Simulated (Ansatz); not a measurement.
# CH₄BrInS: one species, many methods

The task here is to estimate one member of a computed series from the others.

Program: Ansatz 0.2.0, Gaussian basis. Level of theory: functionals in def2-TZVPP, the program's frozen cores in correlated methods. These are calculated values, not measurements.

Levels to be run: LDA (SPW92), PBE-D4, revPBE-D4, BLYP-D4, r2SCAN-D4, B97M-V, PBE0-D4, B3LYP-D4, r2SCANh-D4, r2SCAN0-D4, HSE06-D4, BHLYP-D4, CAM-B3LYP-D4, LC-ωPBE, ωB97X-V, ωB97M-V, B2PLYP, PBE-QIDH; CCSD(T)/def2-SVP; CCSD(T)/def2-TZVPP; MP2/def2-QZVPP; extrapolation to the limit; RPA on PBE.

**Structure used throughout**

The geometry comes from an earlier relaxation with PBE0-D4 in a triple-zeta def2 set; it is a stationary point, not always the lowest conformer. In takes the def2 core potential; no spin-orbit term is included.

SMILES `[CH3][In]([SH])[Br]`, 8 atoms, charge 0, spin multiplicity 1.

Atoms are counted from 1 here; the program's logs count them from 0.

Bond lengths: C1–In2 2.131 Å, C1–H5 1.090 Å, C1–H6 1.090 Å, C1–H7 1.089 Å, In2–S3 2.376 Å, In2–Br4 2.485 Å, S3–H8 1.344 Å. Angles: In2–C1–H5 109.2°, In2–C1–H6 109.6°, In2–C1–H7 109.1°, H5–C1–H6 109.0°, H5–C1–H7 109.8°, H6–C1–H7 110.1°, C1–In2–S3 128.7°, C1–In2–Br4 119.8°, S3–In2–Br4 111.4°, In2–S3–H8 92.5°.

Geometry (Å):

```
C    -0.9090    1.2756    0.3002
In    0.2803   -0.4702    0.0174
S     1.5398   -1.1176   -1.8904
Br    0.4657   -2.1483    1.8409
H    -1.7700    1.2353   -0.3674
H    -0.3192    2.1617    0.0663
H    -1.2464    1.3139    1.3345
H     1.9587   -2.2505   -1.3015
```

Set-up of the first run:

Contents of in.yaml:

```yaml
crystal:
  periodic: [false, false, false]
  atoms:
    - {symbol: C, position_ang: [-0.909018, 1.275619, 0.300235]}
    - {symbol: In, position_ang: [0.280349, -0.470186, 0.017365]}
    - {symbol: S, position_ang: [1.539781, -1.117558, -1.890359]}
    - {symbol: Br, position_ang: [0.465743, -2.148321, 1.840892]}
    - {symbol: H, position_ang: [-1.770001, 1.235307, -0.367402]}
    - {symbol: H, position_ang: [-0.319164, 2.161680, 0.066303]}
    - {symbol: H, position_ang: [-1.246434, 1.313929, 1.334482]}
    - {symbol: H, position_ang: [1.958744, -2.250469, -1.301506]}
basis:
  gaussian: {orbitals: def2-TZVPP}
hamiltonian: {xc: lda}
output: {orbitals: {seedname: orbitals}}
```

Steps of the session up to this table: LDA; PBE-D4 (GGA); revPBE-D4 (GGA); BLYP-D4 (GGA); r2SCAN-D4 (meta-GGA); B97M-V (meta-GGA); PBE0-D4 (hybrid); B3LYP-D4 (hybrid); r2SCANh-D4 (hybrid); r2SCAN0-D4 (hybrid); HSE06-D4 (hybrid); BHLYP-D4 (hybrid); CAM-B3LYP-D4 (range-separated); LC-ωPBE (range-separated); ωB97X-V (range-separated); ωB97M-V (range-separated); B2PLYP (double hybrid); PBE-QIDH (double hybrid).

One table of the session follows, with a row left open; its other results are not shown here.

It belongs to the step «Orbital energies across the functionals». 

| functional | HOMO (eV) | LUMO (eV) | gap (eV) |
| --- | --- | --- | --- |
| LDA (SPW92) | -6.58 | -2.47 | 4.11 |
| PBE-D4 | -6.42 | -2.19 | 4.23 |
| revPBE-D4 | -6.37 | -2.08 | 4.28 |
| BLYP-D4 | -6.25 | -2.14 | 4.11 |
| r2SCAN-D4 | -6.71 | -1.96 | 4.75 |
| B97M-V | ? | ? | ? |
| PBE0-D4 | -7.63 | -1.35 | 6.28 |
| B3LYP-D4 | -7.37 | -1.64 | 5.73 |
| r2SCANh-D4 | -7.15 | -1.66 | 5.49 |
| r2SCAN0-D4 | -7.82 | -1.21 | 6.61 |
| HSE06-D4 | -7.23 | -1.71 | 5.52 |
| BHLYP-D4 | -8.67 | -0.65 | 8.02 |
| CAM-B3LYP-D4 | -8.93 | -0.50 | 8.44 |
| LC-ωPBE | -10.36 | 0.60 | 10.95 |
| ωB97X-V | -9.98 | 0.45 | 10.43 |
| ωB97M-V | -9.82 | 0.21 | 10.02 |

Q: Estimate the row for B97M-V from the others.

The run gave: HOMO (eV): -6.76; LUMO (eV): -2.01; gap (eV): 4.75. In the column «HOMO (eV)» it lies between r2SCANh-D4 (-7.15) and r2SCAN-D4 (-6.71).
